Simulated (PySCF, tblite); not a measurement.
# C₆H₁₅O₂P: geometry, infrared bands and NMR shifts

Aim: predict the infrared bands and NMR shifts of C₆H₁₅O₂P (`CC[P@](=O)(O)C(C)(C)C`).

Computed with tblite 0.8.0 and PySCF 2.14.0, with density-fitted response routines of our own, on a single molecule in the gas phase. Atoms are numbered from 0 throughout.

## 1. The molecule as given

24 atoms, charge 0, multiplicity 1; geometry from: force field or distance geometry start.

Bonds of the start (Å): C0–C1 1.53, C1–P2 1.79, P2–O3 1.49, P2–O4 1.61, P2–C5 1.84, C5–C6 1.54, C5–C7 1.52, C5–C8 1.54, C0–H9 1.09, C0–H10 1.09, C0–H11 1.09, C1–H12 1.09, C1–H13 1.09, O4–H14 0.97, C6–H15 1.10, C6–H16 1.09, C6–H17 1.09, C7–H18 1.10, C7–H19 1.09, C7–H20 1.09, C8–H21 1.09, C8–H22 1.10, C8–H23 1.09.

## 2. Optimising the geometry with GFN2-xTB

Job settings and geometry (Å):

```
{"job": {"kind": "relax", "xc": "GFN2-xTB", "basis": "xTB"}, "charge": 0, "multiplicity": 1}
C      3.009600    -0.543200    -0.963000
C      1.519700    -0.210300    -1.098300
P      0.695400    -0.067000     0.487000
O      1.362700     0.867700     1.440600
O      0.700000    -1.572100     1.070200
C     -1.083200     0.291200     0.202100
C     -1.239400     1.696500    -0.409600
C     -1.723400    -0.730700    -0.728200
C     -1.818800     0.261100     1.552700
H      3.140100    -1.492000    -0.435100
H      3.517000     0.233900    -0.393200
H      3.462100    -0.617200    -1.948000
H      1.036600    -0.990700    -1.678800
H      1.423600     0.726600    -1.638600
H      1.526100    -1.772000     1.541300
H     -0.784800     2.454300     0.248900
H     -2.294200     1.957300    -0.539600
H     -0.749900     1.749900    -1.382100
H     -2.802000    -0.540900    -0.848000
H     -1.268400    -0.707300    -1.720700
H     -1.613100    -1.745900    -0.340200
H     -1.745400    -0.719000     2.023000
H     -2.881000     0.505100     1.442200
H     -1.401000     0.984400     2.248600
```

Started as:

```
$ OMP_NUM_THREADS=1 python probes_run.py task.json out
```

The driver reads the jobs from task.json and runs them one after another.

**Question.** This job is followed by: GFN2-xTB harmonic vibrations, gas phase; GIAO PBE0/pcSseg-1 NMR shielding, non-relativistic, gas phase. Predict these results of the whole session: strongest single infrared mode (GFN2-xTB); zero-point energy (GFN2-xTB); ¹³C shifts against TMS (PBE0/pcSseg-1, means over atoms taken as alike); ¹H shifts against TMS (PBE0/pcSseg-1, means over atoms taken as alike); ³¹P shifts against H3PO4 (PBE0/pcSseg-1); ¹⁷O shifts against H2O (PBE0/pcSseg-1).

As calculated:

| quantity | value |
| --- | --- |
| strongest single infrared mode (GFN2-xTB) | 802 cm⁻¹, 240 km/mol |
| zero-point energy (GFN2-xTB) | 127.8 kcal/mol |
| ¹³C shifts against TMS (PBE0/pcSseg-1, means over atoms taken as alike) | 37.9, 24.3, 21.4, 6.1 ppm |
| ¹H shifts against TMS (PBE0/pcSseg-1, means over atoms taken as alike) | 1.96, 1.61, 1.48, 1.37, 1.17 ppm |
| ³¹P shifts against H3PO4 (PBE0/pcSseg-1) | 53.5 ppm |
| ¹⁷O shifts against H2O (PBE0/pcSseg-1) | 122.0, 93.4 ppm |

**Reading.** The optimisation took 64 steps and gained 0.186 eV; among the close pairs (by a distance rule), C1–P2 changed most, from 1.793 to 1.843 Å. No mode is imaginary among the 66: a minimum at this level. The strongest single mode, at 802 cm⁻¹, moves mainly P2 and O4. Unscaled tight-binding wavenumbers are off by several per cent, some by more. Its intensities can rank the bands wrongly. At PBE0/pcSseg-1: The largest span, 193 ppm, is at O3, where the paramagnetic term is -185 ppm.
